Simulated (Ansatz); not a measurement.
**Cd (fcc type): how the settings move a single-point run**

Question: which choices in the input matter for Cd (fcc type)?

Method: reference: DFT, PBEsol, PAW with other files of Ansatz's library (level accurate), scalar-relativistic, in Ansatz 0.2.0.

## (1) The system as given

Symmetry: Fm-3m, No. 225, cubic system. The conventional cell has a = 4.028 Å, b = 4.028 Å, c = 4.028 Å, α = 90.00°, β = 90.00°, γ = 90.00°. Cd (site symmetry m-3m) has 12 Cd at 2.85 Å in its first shell of neighbours.

Coordinates:

```
CELL_PARAMETERS angstrom
0.00000 2.01419 2.01419
2.01419 0.00000 2.01419
2.01419 2.01419 0.00000
ATOMIC_POSITIONS crystal
Cd 0.00000 0.00000 0.00000
```

## (2) Baseline

File input.yaml:

```yaml
crystal:
  lattice:
    - [0.0, 2.0141926554, 2.0141926554]
    - [2.0141926554, 0.0, 2.0141926554]
    - [2.0141926554, 2.0141926554, 0.0]
  atoms:
    - { symbol: Cd, position: [0.0, 0.0, 0.0] }
kpoints:
  mp_grid: { grid: [17, 17, 17] }
scf:
  occupations: { method: fermi_dirac, width: 0.08 }
hamiltonian:
  xc: pbesol
  pseudopotentials: { kind: paw, level: accurate }
output:
  forces: true
  stress: true
  eigenvalues: true
```

On the command line:

```sh
> ansatz run input.yaml --threads 1 --pin off --max-ram 2048MiB --backend cpu --events-out ev --progress --plain --runs-dir out
```

## (3) Variant: eigensolver.kind davidson

Edit input.yaml of step 2 so:

```diff
@@ -11,2 +11,3 @@
   occupations: { method: fermi_dirac, width: 0.08 }
+  eigensolver: { kind: davidson }
 hamiltonian:
```

**Question.** What will these runs give? Wanted: for each run, ending; energy change; pressure; gap; force.

The runs gave:

```tsv
run	ending	energy change	pressure (GPa)	gap (eV)	force (eV/Å)	cycles	time
reference	converged	0	29.3	0.00	0.00	7	4 s
1: eigensolver.kind davidson	converged	0.0 meV/atom	29.3	0.00	0.00	6	4.8 s
```

Residual by cycle in the longest SCF loop of each run; runs are numbered as in the table. The quantity is the density residual dr2, in eV.

```tsv
cycle	reference	run 1
1	0.49	0.502
2	0.113	0.109
3	0.0016	0.00171
4	2.5e-4	5.1e-4
5	1.4e-6	7.2e-7
6	1.6e-8	5.6e-8
7	2.2e-11	-
```

**Reading.** The changed solver doesn't alter the result here (within 0.5 meV/atom). Cost: 6 SCF cycles against 7. The structure is not at rest: the sound run finds 29 GPa, so these are no properties of the relaxed crystal. 
